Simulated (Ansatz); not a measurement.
# C₄H₈OSi: up Jacob's ladder to CCSD(T)

Aim: compute C₄H₈OSi with functionals from several rungs and with coupled cluster, and see how far each lands from CCSD(T) at the basis-set limit for the atomisation energy.

Method: functionals in def2-TZVPP, the program's frozen cores in correlated methods; program: Ansatz 0.2.0, Gaussian basis.

The runs, in order: LDA (SPW92), PBE-D4, revPBE-D4, BLYP-D4, r2SCAN-D4, B97M-V, PBE0-D4, B3LYP-D4, r2SCANh-D4, r2SCAN0-D4, HSE06-D4, BHLYP-D4, CAM-B3LYP-D4, LC-ωPBE, ωB97X-V, ωB97M-V, B2PLYP, PBE-QIDH; CCSD(T)/def2-SVP; CCSD(T)/def2-TZVPP; CCSD(T)/def2-QZVPP; extrapolation to the limit; RPA on PBE.

**1. The geometry**

The geometry comes from an earlier relaxation with PBE0-D4 in a triple-zeta def2 set; it is a stationary point, not always the lowest conformer.

SMILES `C#C[SiH](C)OC`, 14 atoms, charge 0, spin multiplicity 1.

Atoms are counted from 1 here; the program's logs count them from 0.

Bond lengths: C1–C2 1.207 Å, C1–H7 1.066 Å, C2–Si3 1.835 Å, Si3–C4 1.850 Å, Si3–O5 1.639 Å, Si3–H8 1.489 Å, C4–H9 1.092 Å, C4–H10 1.092 Å, C4–H11 1.092 Å, O5–C6 1.409 Å, C6–H12 1.091 Å, C6–H13 1.095 Å, C6–H14 1.096 Å. Angles: C2–C1–H7 179.8°, C1–C2–Si3 179.7°, C2–Si3–C4 110.8°, C2–Si3–O5 109.6°, C2–Si3–H8 106.4°, C4–Si3–O5 107.8°, C4–Si3–H8 112.2°, O5–Si3–H8 110.1°, Si3–C4–H9 110.5°, Si3–C4–H10 110.5°, Si3–C4–H11 110.4°, H9–C4–H10 108.6°, H9–C4–H11 108.5°, H10–C4–H11 108.4°, Si3–O5–C6 123.2°, O5–C6–H12 108.2°, O5–C6–H13 111.3°, O5–C6–H14 111.5° and more.

**2. LDA**

This LDA is Slater exchange with PW92 correlation.

in.yaml reads:

```yaml
crystal:
  periodic: [false, false, false]
  atoms:
    - {symbol: C, position_ang: [-1.879797, 1.138196, 1.708778]}
    - {symbol: C, position_ang: [-1.217107, 0.450215, 0.971093]}
    - {symbol: Si, position_ang: [-0.205562, -0.588176, -0.154159]}
    - {symbol: C, position_ang: [0.509295, -2.033701, 0.752618]}
    - {symbol: O, position_ang: [1.040495, 0.296492, -0.747937]}
    - {symbol: C, position_ang: [0.863046, 1.498736, -1.460261]}
    - {symbol: H, position_ang: [-2.465800, 1.743658, 2.361978]}
    - {symbol: H, position_ang: [-1.107212, -1.009871, -1.261223]}
    - {symbol: H, position_ang: [1.110967, -2.647887, 0.078997]}
    - {symbol: H, position_ang: [1.144323, -1.693831, 1.573261]}
    - {symbol: H, position_ang: [-0.287694, -2.654741, 1.168122]}
    - {symbol: H, position_ang: [1.846181, 1.868763, -1.755547]}
    - {symbol: H, position_ang: [0.372794, 2.258535, -0.842118]}
    - {symbol: H, position_ang: [0.263270, 1.344210, -2.364800]}
basis:
  gaussian: {orbitals: def2-TZVPP}
hamiltonian: {xc: lda}
output: {orbitals: {seedname: orbitals}}
```

After this run come: PBE-D4 (GGA); revPBE-D4 (GGA); BLYP-D4 (GGA); r2SCAN-D4 (meta-GGA); B97M-V (meta-GGA); PBE0-D4 (hybrid); B3LYP-D4 (hybrid); r2SCANh-D4 (hybrid); r2SCAN0-D4 (hybrid); HSE06-D4 (hybrid); BHLYP-D4 (hybrid); CAM-B3LYP-D4 (range-separated); LC-ωPBE (range-separated); ωB97X-V (range-separated); ωB97M-V (range-separated); B2PLYP (double hybrid); PBE-QIDH (double hybrid); CCSD(T) in def2-SVP; CCSD(T) in def2-TZVPP; CCSD(T) in def2-QZVPP; RPA on PBE orbitals.

**Question.** What will the summary of the whole plan be? Wanted: atomisation energy, CCSD(T)/CBS; farthest beyond LDA; mean size of error, GGA; mean size of error, meta-GGA; mean size of error, hybrid; mean size of error, range-separated; mean size of error, double hybrid; gap, smallest and largest; T1 diagnostic.

**Answer**, as computed:

| quantity | value |
| --- | --- |
| atomisation energy, CCSD(T)/CBS | 58.616 eV |
| functionals within 0.293 eV (0.5 %) | BLYP-D4, r2SCAN-D4, B97M-V, PBE0-D4, B3LYP-D4, r2SCANh-D4, HSE06-D4, CAM-B3LYP-D4, ωB97X-V, ωB97M-V |
| farthest beyond LDA | BHLYP-D4 (-1.619 eV) |
| mean size of error, GGA | 0.506 eV |
| mean size of error, meta-GGA | 0.067 eV |
| mean size of error, hybrid | 0.468 eV |
| mean size of error, range-separated | 0.158 eV |
| mean size of error, double hybrid | 0.409 eV |
| gap, smallest and largest | 5.39 eV (LDA (SPW92)), 12.98 eV (LC-ωPBE) |
| T1 diagnostic | 0.0116 |
| triples share of the correlation energy | 4.1 % |

**Reading.** LDA overbinds by 7.886 eV (13 %). PBE-D4 is off by +1.010 eV. Double hybrids carry the basis error of their MP2 part in triple zeta, and no dispersion term here, so their miss is partly the set-up's. The rungs meta-GGA, range-separated miss on average by less than the doubt on the reference (0.293 eV), so they tie. The reference freezes the cores and leaves out relativity and excitations past (T), so misses under about 0.293 eV can't be ranked. Hartree-Fock recovers 74 % of the binding; the rest is correlation. CCSD(T) in def2-SVP is off by -3.060 eV, worse than the median functional, from the basis alone. The gap grows from 5.4 to 13.0 eV across the functionals, mostly with the share of exact exchange.
